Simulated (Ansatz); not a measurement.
# C2H6AlNS: how energies converge with the basis set

The task here is to estimate one member of a computed series from the others.

The runs use Ansatz 0.2.0, Gaussian basis; one geometry, several basis sets.

Plan: PBE0-D4/def2-SVP; ωB97M-V/def2-SVP; PBE0-D4/def2-QZVPP; ωB97M-V/def2-QZVPP; the functionals' def2-TZVPP values are taken from earlier runs.

## The geometry

An earlier PBE0-D4 in a triple-zeta def2 set relaxation fixed the geometry.

11 atoms, charge 0, spin multiplicity 1.

Atoms are counted from 1 here; the program's logs count them from 0.

Bond lengths: N1–C2 1.447 Å, N1–H6 1.012 Å, N1–H7 1.012 Å, C2–C3 1.476 Å, C2–H8 1.100 Å, C2–H9 1.103 Å, C3–Al4 1.961 Å, C3–S5 1.646 Å, Al4–S5 2.397 Å, Al4–H10 1.584 Å, Al4–H11 1.583 Å. Angles: C2–N1–H6 110.7°, C2–N1–H7 110.8°, H6–N1–H7 107.5°, N1–C2–C3 112.3°, N1–C2–H8 108.5°, N1–C2–H9 115.5°, C3–C2–H8 104.9°, C3–C2–H9 109.4°, H8–C2–H9 105.4°, C2–C3–Al4 152.3°, C2–C3–S5 124.9°, Al4–C3–S5 82.8°, C3–Al4–S5 42.9°, C3–Al4–H10 116.7°, C3–Al4–H11 117.7°, S5–Al4–H10 112.9°, S5–Al4–H11 113.2°, H10–Al4–H11 124.5° and more.

The first run:

File in.yaml:

```yaml
crystal:
  periodic: [false, false, false]
  atoms:
    - {symbol: N, position_ang: [-0.736220, 1.643330, -0.084288]}
    - {symbol: C, position_ang: [-0.834688, 0.422169, 0.686459]}
    - {symbol: C, position_ang: [0.103037, -0.615364, 0.215776]}
    - {symbol: Al, position_ang: [1.681323, -1.202159, -0.788727]}
    - {symbol: S, position_ang: [0.031013, -2.206707, 0.629610]}
    - {symbol: H, position_ang: [-1.057513, 1.494955, -1.032403]}
    - {symbol: H, position_ang: [-1.310544, 2.370741, 0.321002]}
    - {symbol: H, position_ang: [-0.524729, 0.636580, 1.720175]}
    - {symbol: H, position_ang: [-1.846976, -0.008333, 0.767187]}
    - {symbol: H, position_ang: [1.465855, -1.539242, -2.321320]}
    - {symbol: H, position_ang: [3.094942, -1.052971, -0.092969]}
basis:
  gaussian: {orbitals: def2-SVP}
hamiltonian: {xc: pbe0, dispersion: d4}
output: {orbitals: {seedname: orbitals}}
```

Launch:

```
> ansatz run in.yaml --threads 4 --pin off --events-out ev --progress --plain --max-ram 10444MiB
```

Steps of the session up to this table: PBE0-D4 in def2-SVP; ωB97M-V in def2-SVP; PBE0-D4 in def2-QZVPP; ωB97M-V in def2-QZVPP.

One of the session's tables, all rows but one given; the rest of the session is left out.

It belongs to the step «Density functionals: the series». 

| functional | basis | HOMO (eV) | LUMO (eV) |
| --- | --- | --- | --- |
| PBE0-D4 | def2-SVP | -6.99 | -2.59 |
| PBE0-D4 | def2-TZVPP | ? | ? |
| PBE0-D4 | def2-QZVPP | -7.03 | -2.71 |
| ωB97M-V | def2-SVP | -9.11 | -0.33 |
| ωB97M-V | def2-TZVPP | -9.16 | -0.50 |
| ωB97M-V | def2-QZVPP | -9.18 | -0.57 |

Q: Estimate the row for PBE0-D4, def2-TZVPP from the others.

The run gave: HOMO (eV): -7.01; LUMO (eV): -2.68. In the column «HOMO (eV)» it lies between PBE0-D4, def2-QZVPP (-7.03) and PBE0-D4, def2-SVP (-6.99).
